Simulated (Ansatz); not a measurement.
# C4H12FN2Y: a ladder of functionals and wavefunction methods

The task here is to estimate one member of a computed series from the others.

Computed with Ansatz 0.2.0, Gaussian basis. Level: functionals in def2-TZVPP, the program's frozen cores in correlated methods.

Levels to be run: LDA (SPW92), PBE-D4, revPBE-D4, BLYP-D4, r2SCAN-D4, B97M-V, PBE0-D4, B3LYP-D4, r2SCANh-D4, r2SCAN0-D4, HSE06-D4, BHLYP-D4, CAM-B3LYP-D4, LC-ωPBE, ωB97X-V, ωB97M-V, B2PLYP, PBE-QIDH; CCSD(T)/def2-SVP; CCSD(T)/def2-TZVPP; MP2/def2-QZVPP; extrapolation to the limit; RPA on PBE.

## Structure used throughout

All runs share one geometry, relaxed beforehand with PBE0-D4 in a triple-zeta def2 set. Y takes the def2 core potential; no spin-orbit term is included.

SMILES `C[N](C)[Y]([F])[N](C)C`, 20 atoms, charge 0, spin multiplicity 1.

Atoms are counted from 1 here; the program's logs count them from 0.

Bond lengths: C1–N2 1.439 Å, C1–H9 1.096 Å, C1–H10 1.102 Å, C1–H11 1.102 Å, N2–C3 1.443 Å, N2–Y4 2.146 Å, C3–H12 1.097 Å, C3–H13 1.102 Å, C3–H14 1.102 Å, Y4–F5 2.018 Å, Y4–N6 2.146 Å, N6–C7 1.439 Å, N6–C8 1.443 Å, C7–H15 1.102 Å, C7–H16 1.096 Å, C7–H17 1.102 Å, C8–H18 1.097 Å, C8–H19 1.102 Å and more. Angles: N2–C1–H9 111.2°, N2–C1–H10 112.3°, N2–C1–H11 112.3°, H9–C1–H10 107.1°, H9–C1–H11 107.1°, H10–C1–H11 106.6°, C1–N2–C3 111.0°, C1–N2–Y4 128.9°, C3–N2–Y4 120.1°, N2–C3–H12 111.2°, N2–C3–H13 112.3°, N2–C3–H14 112.3°, H12–C3–H13 107.0°, H12–C3–H14 107.0°, H13–C3–H14 106.7°, N2–Y4–F5 119.4°, N2–Y4–N6 121.1°, F5–Y4–N6 119.5° and more.

Set-up of the first run:

in.yaml reads:

```yaml
crystal:
  periodic: [false, false, false]
  atoms:
    - {symbol: C, position_ang: [0.218848, -1.048194, -2.221061]}
    - {symbol: N, position_ang: [1.063608, -1.118514, -1.058020]}
    - {symbol: C, position_ang: [2.212418, -1.956612, -1.302811]}
    - {symbol: Y, position_ang: [0.806688, -0.174335, 0.851528]}
    - {symbol: F, position_ang: [2.186178, -0.466320, 2.295240]}
    - {symbol: N, position_ang: [-0.887920, 1.080332, 1.248628]}
    - {symbol: C, position_ang: [-1.976550, 1.414987, 0.368671]}
    - {symbol: C, position_ang: [-1.046686, 1.716520, 2.533832]}
    - {symbol: H, position_ang: [-0.654291, -0.411836, -2.038756]}
    - {symbol: H, position_ang: [0.745629, -0.632074, -3.095295]}
    - {symbol: H, position_ang: [-0.159620, -2.038428, -2.522957]}
    - {symbol: H, position_ang: [2.858512, -2.011631, -0.417526]}
    - {symbol: H, position_ang: [2.833731, -1.582763, -2.132766]}
    - {symbol: H, position_ang: [1.929038, -2.990124, -1.560070]}
    - {symbol: H, position_ang: [-2.952095, 1.096905, 0.771274]}
    - {symbol: H, position_ang: [-1.859260, 0.932521, -0.608234]}
    - {symbol: H, position_ang: [-2.048867, 2.499750, 0.186945]}
    - {symbol: H, position_ang: [-0.217884, 1.462371, 3.206401]}
    - {symbol: H, position_ang: [-1.073901, 2.815524, 2.455878]}
    - {symbol: H, position_ang: [-1.977557, 1.411911, 3.039109]}
basis:
  gaussian: {orbitals: def2-TZVPP}
hamiltonian: {xc: lda}
output: {orbitals: {seedname: orbitals}}
```

The run is started by

```
> ansatz run in.yaml --threads 4 --pin off --events-out ev --progress --plain --max-ram 63488MiB --backend cuda --devices 0, --max-vram 37GiB
```

Among the steps run: LDA; PBE-D4 (GGA); revPBE-D4 (GGA); BLYP-D4 (GGA); r2SCAN-D4 (meta-GGA); B97M-V (meta-GGA); PBE0-D4 (hybrid); B3LYP-D4 (hybrid); r2SCANh-D4 (hybrid); r2SCAN0-D4 (hybrid); HSE06-D4 (hybrid); BHLYP-D4 (hybrid); CAM-B3LYP-D4 (range-separated); LC-ωPBE (range-separated); ωB97X-V (range-separated); ωB97M-V (range-separated); B2PLYP (double hybrid); PBE-QIDH (double hybrid).

One table of the session follows, with a row left open; its other results are not shown here.

It belongs to the step «Orbital energies across the functionals». 

```
  functional  HOMO (eV)  LUMO (eV)  gap (eV)
 LDA (SPW92)      -4.72      -2.41      2.32
      PBE-D4      -4.58      -2.21      2.37
   revPBE-D4          ?          ?         ?
     BLYP-D4      -4.48      -2.23      2.25
   r2SCAN-D4      -4.77      -1.80      2.97
      B97M-V      -4.89      -2.14      2.75
     PBE0-D4      -5.78      -1.47      4.31
    B3LYP-D4      -5.60      -1.81      3.79
  r2SCANh-D4      -5.23      -1.57      3.66
  r2SCAN0-D4      -5.92      -1.24      4.69
    HSE06-D4      -5.38      -1.83      3.55
    BHLYP-D4      -6.94      -0.95      5.98
CAM-B3LYP-D4      -7.12      -0.77      6.35
     LC-ωPBE      -8.39       0.44      8.83
     ωB97X-V      -8.10       0.20      8.30
     ωB97M-V      -8.04      -0.25      7.79
```

**Question.** Estimate the row for revPBE-D4.

As computed: HOMO (eV): -4.52; LUMO (eV): -2.09; gap (eV): 2.43. In the column «HOMO (eV)» it lies between PBE-D4 (-4.58) and BLYP-D4 (-4.48).
